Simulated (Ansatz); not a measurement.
# HfSi3O8: the band gap up the ladder of functionals

The task here is to estimate one member of a computed series from the others.

Program: Ansatz 0.2.0. PAW datasets, plane waves. (Calculated; spin-unpolarised; the phase may be known or hypothetical.)

## The cell

The cell was relaxed beforehand with r2SCAN.

Space group P1 (No. 1), triclinic; a = 4.345 Å, b = 4.873 Å, c = 5.321 Å, α = 99.6°, β = 96.3°, γ = 94.0° in the conventional setting, 9.16 Å³ an atom. Hf has 6 O at 2.00–2.20 Å; Si has 5 O at 1.67–1.81 Å; Si has 6 O at 1.67–1.90 Å; Si has 4 O at 1.62–1.70 Å; O has 1 Si at 1.67 Å and 1 Hf at 2.00 Å.

As a file:

```
CELL_PARAMETERS angstrom
4.87022 0.16139 -0.02742
0.16316 4.33217 0.29305
-0.86504 0.26740 5.24322
ATOMIC_POSITIONS crystal
Hf 0.30150 0.45136 0.71970
Si 0.78165 0.92680 0.81793
Si 0.73282 0.51766 0.33971
Si 0.25832 0.08426 0.21227
O 0.44977 0.85072 0.80601
O 0.64116 0.26279 0.58996
O 0.50855 0.30026 0.11859
O 0.41706 0.75095 0.34360
O 0.07497 0.25924 0.39766
O 0.86871 0.72746 0.11646
O 0.91573 0.71335 0.61182
O 0.04975 0.15515 0.92626
```

The first run:

Contents of input.yaml:

```yaml
crystal:
  lattice:
    - [4.8702156845, 0.1613855609, -0.0274224236]
    - [0.1631602789, 4.3321731153, 0.2930469883]
    - [-0.8650350669, 0.2674049619, 5.2432215939]
  atoms:
    - { symbol: Hf, position: [0.3015020178, 0.4513604655, 0.7197010355] }
    - { symbol: Si, position: [0.7816501707, 0.9268022481, 0.8179305266] }
    - { symbol: Si, position: [0.7328178239, 0.5176577973, 0.3397149052] }
    - { symbol: Si, position: [0.258322208, 0.0842579005, 0.2122708688] }
    - { symbol: O, position: [0.44977406, 0.8507160955, 0.8060080411] }
    - { symbol: O, position: [0.6411626022, 0.2627947962, 0.5899649596] }
    - { symbol: O, position: [0.5085520839, 0.3002611882, 0.1185945882] }
    - { symbol: O, position: [0.4170558741, 0.7509498463, 0.3436039134] }
    - { symbol: O, position: [0.0749741432, 0.2592407401, 0.3976638654] }
    - { symbol: O, position: [0.8687066783, 0.7274590854, 0.1164617025] }
    - { symbol: O, position: [0.9157292673, 0.7133546862, 0.611823417] }
    - { symbol: O, position: [0.0497530707, 0.1551451506, 0.9262621764] }
kpoints:
  mp_grid: { grid: [6, 6, 6] }
  band_path:
    path:
      - [[0.0, 0.0, 0.0], [-0.5, -2.313644227153e-18, -6.141066794435e-17]]
      - [[-2.252493857779e-17, 0.5, -1.131715103496e-16], [0.0, 0.0, 0.0], [-4.30126715992e-18, 8.644541277589e-18, -0.5]]
      - [[0.5, -0.5, -0.5], [0.0, 0.0, 0.0], [1.849622928578e-17, -0.5, -0.5]]
      - [[0.5, 9.05580992178e-19, -0.5], [0.0, 0.0, 0.0], [-0.5, -0.5, 6.19686798053e-17]]
    npoints: 10
hamiltonian:
  xc: pbe
scf:
  occupations: { method: fermi_dirac, width: 0.02 }
  n_extra_bands: 7
output:
  forces: true
  stress: true
  eigenvalues: true
```

Steps of the session up to this table: Band structure with PBE; r2SCAN at the same geometry; HSE06; PBE+SOC at the same geometry; PBE0 at the same geometry.

One of the session's tables, all rows but one given; the rest of the session is left out.

```
  level  gap (eV)
    PBE         ?
 r2SCAN      4.99
  HSE06      6.21
PBE+SOC      4.43
   PBE0      6.99
```

Estimate the missing values for PBE.

The run gave: gap (eV): 4.44. In the column «gap (eV)» it lies between PBE+SOC (4.43) and r2SCAN (4.99).

Meshes: PBE 6×6×6, r2SCAN 6×6×6, HSE06 4×4×4, PBE+SOC 6×6×6, PBE0 4×4×4

PBE reaches 71 % of the HSE06 value, and r2SCAN 80 %. PBE0 lies 0.78 eV above HSE06, which differs from it by screening the long-range exchange.

Limits of these values: Warnings in the runs' records: stress scf threshold loose, stress exchange threshold loose.
